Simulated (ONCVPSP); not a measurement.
**Hydrogen: generating and testing an ONCV potential**

Task: generate the file, and judge it by its errors in other configurations, its logarithmic derivatives, its ghosts and its cutoff.

The numbers are computed with ONCVPSP 4.0.1 (PBEsol, scalar-relativistic, spin-unpolarised reference atom).

## 1. The atom and the settings

Typed settings, in words:

* element: hydrogen (H, Z = 1)
* type: optimised norm-conserving Vanderbilt (ONCV)
* frozen core: none
* valence charge: 1
* reference configuration: 1s1
* partial waves: 1s: rc 1.15 bohr, ncon 4, nbas 7, qcut 6.9 1/bohr, 1 projector
* local potential: polynomial inside 1.00 bohr (lpopt 5, dvloc0 0 Ha)
* core correction: not asked for

The outer shells as boxes (Hund's rule for the drawing; the calculation is spin-unpolarised):

```
1s [↑ ]
```

The nodes and maxima of the atom's own shells, from an earlier all-electron run, set the scale for the radii.

All-electron outer shells of the reference configuration (PBEsol, scalar-relativistic, ld1.x):

| shell | level (eV) | outermost node (bohr) | outermost maximum (bohr) |
| --- | --- | --- | --- |
| 1s | -6.33 | – | 1.05 |

## 2. The generation run

The input, H.dat:

```
# ATOM AND REFERENCE CONFIGURATION
# atsym  z   nc   nv     iexc    psfile
  H 1.00    0    1  -116133      upf
#
#   n    l    f
    1    0    1.00
#
# PSEUDOPOTENTIAL AND OPTIMIZATION
# lmax
    0
#
#   l,   rc,      ep,       ncon, nbas, qcut
    0    1.15    0.00    4    7    6.90
#
# LOCAL POTENTIAL
# lloc, lpopt,  rc(5),   dvloc0
    4    5    1.00    0.00
#
# VANDERBILT-KLEINMAN-BYLANDER PROJECTORs
# l, nproj, debl
    0    1    2.40
#
# MODEL CORE CHARGE
# icmod, fcfact, rcfact
    0    0.00    0.00
#
# LOG DERIVATIVE ANALYSIS
# epsh1, epsh2, depsh
   -2.00    5.00    0.02
#
# OUTPUT GRID
# rlmax, drl
    6.00    0.01
#
# TEST CONFIGURATIONS
# ncnf
    1
# nvcnf
#   n    l    f
    1
    1    0    0.50
#
```

The run is started by

```console
oncvpsp.x < H.dat > H.out
```

What does the calculation give? Wanted: cutoffs for 1 and 0.1 mHa per electron, occupied waves; bound ghosts; GHOST(+) flags; largest test error; largest phase difference near zero energy, channels read.

As calculated:

| quantity | value |
| --- | --- |
| cutoffs for 1 and 0.1 mHa per electron, occupied waves | 15 Ha and 22 Ha |
| bound ghosts | none found |
| GHOST(+) flags | none at low energy |
| largest test error (AE − PS) | +1.2 meV, for 1s0.5 |
| largest phase difference near zero energy, channels read | 0.000 rad |

What this shows: By total energies transferability is very good: the largest error is 1.2 meV on 4.7 eV, for 1s0.5. By its cutoff, 15 Ha for the looser tolerance, it is soft on the atom at that tolerance. It is free of bound ghosts as far as tested. Near zero energy the phases of the channels with partial waves agree within 0.001 rad. All of this concerns the isolated atom, not yet a solid.
